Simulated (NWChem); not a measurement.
**CH3FGeS (SMILES F[CH]1[S][GeH2]1): levels of theory compared**

We compute a comparison of 3 runs (HF/def2-SVP, PBE0/def2-SVP, r2SCAN/def2-SVP) of CH3FGeS. 

The calculation is run with NWChem 7.3.0.

## 1. The system as given

CH3FGeS has 7 atoms, charge 0, and is taken as a singlet. SMILES: `F[CH]1[S][GeH2]1`. The coordinates come from a PBE0-D4/def2-TZVP relaxation.

Bond lengths: F1–C2 1.364 Å, C2–S3 1.820 Å, C2–Ge4 1.943 Å, S3–Ge4 2.204 Å, C2–H5 1.087 Å, Ge4–H6 1.527 Å, Ge4–H7 1.525 Å. Some angles: F1–C2–S3 115.4°, F1–C2–Ge4 118.9°, S3–C2–Ge4 71.6°, C2–S3–Ge4 56.8°, C2–Ge4–S3 51.6°, F1–C2–H5 110.0°, S3–C2–H5 114.3°, Ge4–C2–H5 121.6°, C2–Ge4–H6 121.4°, C2–Ge4–H7 117.7°.

## 2. Energy and forces at HF/def2-SVP (run 1)

File ch3fges.xyz:

```xyz
7
CH3FGeS
F     -0.249100    -0.099400    -1.988100
C     -0.596800    -0.308400    -0.686300
S      0.265900    -1.680400     0.141800
Ge     0.527900     0.431200     0.715500
H     -1.678800    -0.337800    -0.591600
H     -0.054800     0.853200     2.062900
H      1.846800     1.073600     0.300000
```

File ch3fges.nw:

```
START ch3fges
TITLE "CH3FGeS"
memory stack 880 mb heap 220 mb global 1100 mb
charge 0

GEOMETRY units angstrom noautosym nocenter noautoz
load ch3fges.xyz
END

BASIS "ao basis" spherical bse
* library def2-SVP
END

SCF
thresh 1e-08
maxiter 80
END

TASK scf gradient
```

Launch:

```console
$ nwchem ch3fges.nw > ch3fges.out
```

Output:

```text
[...]
  functions       =    93
[...]
  wavefunction    = RHF
[...]
         Total SCF energy =  -2611.406528334467
      One-electron energy =  -4340.772947766644
      Two-electron energy =   1376.105477188489
 Nuclear repulsion energy =    353.260942243689
        Time for solution =     11.5s
[...]
                         RHF ENERGY GRADIENTS
    atom               coordinates                        gradient
                 x          y          z           x          y          z
   1 F      -0.470731  -0.187839  -3.756964    0.002952   0.002209  -0.013429
   2 C      -1.127788  -0.582791  -1.296919    0.000022  -0.007135   0.009832
   3 S       0.502478  -3.175496   0.267963   -0.001074   0.005986   0.000061
   4 Ge      0.997586   0.814850   1.352099   -0.001996  -0.001699   0.000325
   5 H      -3.172472  -0.638349  -1.117962   -0.002015   0.000643   0.001213
   6 H      -0.103557   1.612314   3.898316   -0.000962  -0.000257   0.003497
   7 H       3.489946   2.028810   0.566918    0.003074   0.000252  -0.001501
[...]
```

Run time: 17 s. Hardware: 1 thread of AMD EPYC 9R45 (Zen 5), shared host; peak memory 0.1 GiB.

## 3. Energy and gradient at PBE0/def2-SVP (run 2)

File ch3fges.nw:

```
start ch3fges
title "CH3FGeS gradient"
memory total 2200 mb
geometry units angstroms noautosym nocenter noautoz
F     -0.249100    -0.099400    -1.988100
C     -0.596800    -0.308400    -0.686300
S      0.265900    -1.680400     0.141800
Ge     0.527900     0.431200     0.715500
H     -1.678800    -0.337800    -0.591600
H     -0.054800     0.853200     2.062900
H      1.846800     1.073600     0.300000
end
basis spherical bse
* library def2-SVP
end
dft
xc pbe0
grid fine
convergence energy 1e-08
maxiter 100
mulliken
noprint "final vectors analysis"
end
task dft gradient
```

Launch:

```console
$ nwchem ch3fges.nw > ch3fges.out
```

Output:

```text
[...]
          Wavefunction type:  closed shell.
          No. of atoms     :     7
          No. of electrons :    66
[...]
          Charge           :     0
          Spin multiplicity:     1
[...]
          AO basis - number of functions:    93
[...]
              XC Information
              --------------
                         PBE0 Method XC Functional
                     Hartree-Fock (Exact) Exchange  0.250
          PerdewBurkeErnzerhof Exchange Functional  0.750
            Perdew 1991 LDA Correlation Functional  1.000 local
           PerdewBurkeErnz. Correlation Functional  1.000 non-local
[...]
 d= 0,ls=0.0,diis     1  -2613.7987850669 -2.97D+03  1.39D-02  6.44D-01     1.3
[...]
 d= 0,ls=0.0,diis     8  -2613.8820366282 -6.64D-09  4.14D-06  4.23D-07     7.9
         Total DFT energy =    -2613.882036628199
      One electron energy =    -4340.619035486655
           Coulomb energy =     1494.694360244133
    Exchange-Corr. energy =     -121.218303629367
 Nuclear repulsion energy =      353.260942243689
[...]
      Total Density - Mulliken Population Analysis
     ---------------------------------------------
    Atom       Charge   Shell Charges
 -----------   ------   -------------------------------------------------------
    1 F    9     9.23   1.99  1.13  0.79  3.33  1.97  0.01
    2 C    6     5.91   1.99  0.93  0.24  1.96  0.73  0.08
    3 S   16    16.19   2.00  1.99  1.25  0.69  5.93  1.79  2.48  0.07
    4 Ge  32    31.70   2.00  2.00  1.99  1.17  0.18  6.00  5.98  1.44  0.79  8.09  1.82  0.26
    5 H    1     0.91   0.74  0.14  0.02
    6 H    1     1.03   0.70  0.32  0.01
    7 H    1     1.02   0.70  0.31  0.01
[...]
  wavefunction    = closed shell
                         DFT ENERGY GRADIENTS
    atom               coordinates                        gradient
                 x          y          z           x          y          z
   1 F      -0.470731  -0.187839  -3.756964    0.000789  -0.000052  -0.005254
   2 C      -1.127788  -0.582791  -1.296919   -0.007140  -0.002802   0.007860
   3 S       0.502478  -3.175496   0.267963   -0.001271   0.005741  -0.001332
   4 Ge      0.997586   0.814850   1.352099   -0.000221  -0.002608   0.000176
   5 H      -3.172472  -0.638349  -1.117962    0.007926   0.000055  -0.001200
   6 H      -0.103557   1.612314   3.898316    0.000328  -0.000104  -0.000498
   7 H       3.489946   2.028810   0.566918   -0.000411  -0.000229   0.000248
[...]
```

Wall time 14 s (1 thread of AMD EPYC 9R45 (Zen 5), shared host); peak memory 0.12 GiB.

## 4. Energy and gradient at r2SCAN/def2-SVP (run 3)

File work.xyz:

```xyz
7

F     -0.249100    -0.099400    -1.988100
C     -0.596800    -0.308400    -0.686300
S      0.265900    -1.680400     0.141800
Ge     0.527900     0.431200     0.715500
H     -1.678800    -0.337800    -0.591600
H     -0.054800     0.853200     2.062900
H      1.846800     1.073600     0.300000
```

File work.nw:

```
start work
memory 2200 mb
charge 0

geometry units angstrom noautosym nocenter noautoz
  load work.xyz
end

basis spherical bse
  F library def2-SVP
  C library def2-SVP
  S library def2-SVP
  Ge library def2-SVP
  H library def2-SVP
end

dft
  xc r2scan
  mult 1
  grid fine
  convergence energy 1e-08
  maxiter 100
  mulliken
end

task dft gradient
```

Launch:

```console
$ nwchem work.nw > work.out
```

Output:

```text
[...]
          Wavefunction type:  closed shell.
          No. of atoms     :     7
          No. of electrons :    66
[...]
          Charge           :     0
          Spin multiplicity:     1
[...]
          AO basis - number of functions:    93
[...]
              XC Information
              --------------
                      r^2SCAN Method XC Functional
               r^2SCAN metaGGA Exchange Functional  1.000
                     r^2SCAN Correlation Potential  1.000
[...]
 d= 0,ls=0.0,diis     1  -2614.2398163742 -2.97D+03  1.67D-02  6.81D-01     1.4
[...]
 d= 0,ls=0.0,diis    10  -2614.3268227616 -5.66D-09  6.10D-07  4.18D-09    11.0
         Total DFT energy =    -2614.326822761558
      One electron energy =    -4340.562750375430
           Coulomb energy =     1494.631309070917
    Exchange-Corr. energy =     -121.656323700733
 Nuclear repulsion energy =      353.260942243689
[...]
      Total Density - Mulliken Population Analysis
     ---------------------------------------------
    Atom       Charge   Shell Charges
 -----------   ------   -------------------------------------------------------
    1 F    9     9.22   1.99  1.14  0.79  3.34  1.96  0.01
    2 C    6     5.88   1.99  0.95  0.22  1.95  0.71  0.08
    3 S   16    16.21   2.00  1.99  1.23  0.72  5.93  1.79  2.48  0.07
    4 Ge  32    31.71   2.00  2.00  1.99  1.19  0.17  6.00  5.98  1.45  0.77  8.09  1.81  0.27
    5 H    1     0.91   0.74  0.14  0.03
    6 H    1     1.04   0.70  0.32  0.01
    7 H    1     1.02   0.70  0.30  0.01
[...]
  wavefunction    = closed shell
                         DFT ENERGY GRADIENTS
    atom               coordinates                        gradient
                 x          y          z           x          y          z
   1 F      -0.470731  -0.187839  -3.756964   -0.000885  -0.000998   0.000979
   2 C      -1.127788  -0.582791  -1.296919   -0.004303  -0.003970   0.003707
   3 S       0.502478  -3.175496   0.267963   -0.002795   0.009258  -0.002691
   4 Ge      0.997586   0.814850   1.352099   -0.000918  -0.005184  -0.001052
   5 H      -3.172472  -0.638349  -1.117962    0.008795   0.000087  -0.000997
   6 H      -0.103557   1.612314   3.898316   -0.000098   0.000425  -0.000144
   7 H       3.489946   2.028810   0.566918    0.000204   0.000382   0.000197
[...]
```

Wall time 18 s (1 thread of AMD EPYC 9R45 (Zen 5), shared host); peak memory 0.13 GiB.

## 5. Overview of the runs

```csv
run,level,iteration cap,module,energy (Eh),dipole moment (D),HOMO energy (eV),LUMO energy (eV),wall time
1,HF/def2-SVP,80,scf,-2611.406528,3.18,-9.93,2.53,17 s
2,PBE0/def2-SVP,100,dft,-2613.882037,2.52,–,–,14 s
3,r2SCAN/def2-SVP,100,dft,-2614.326823,2.42,-6.26,-1.27,18 s
```

## 6. What came out

| quantity | value |
| --- | --- |
| run 3: total energy | -2614.32682 Eh |
| run 3: dipole moment | 2.42 D |
| run 3: HOMO energy | -6.26 eV |
| run 3: LUMO energy | -1.27 eV |
| run 3: HOMO–LUMO gap | 4.99 eV |
| run 3: largest force on an atom | 0.516 eV/Å |

**Reading.** The dipole moment (its size) runs from 2.42 D (r2SCAN/def2-SVP) to 3.18 D (HF/def2-SVP). Totals of different functionals can't be ranked against each other. All runs together took 49 s, the longest 18 s.
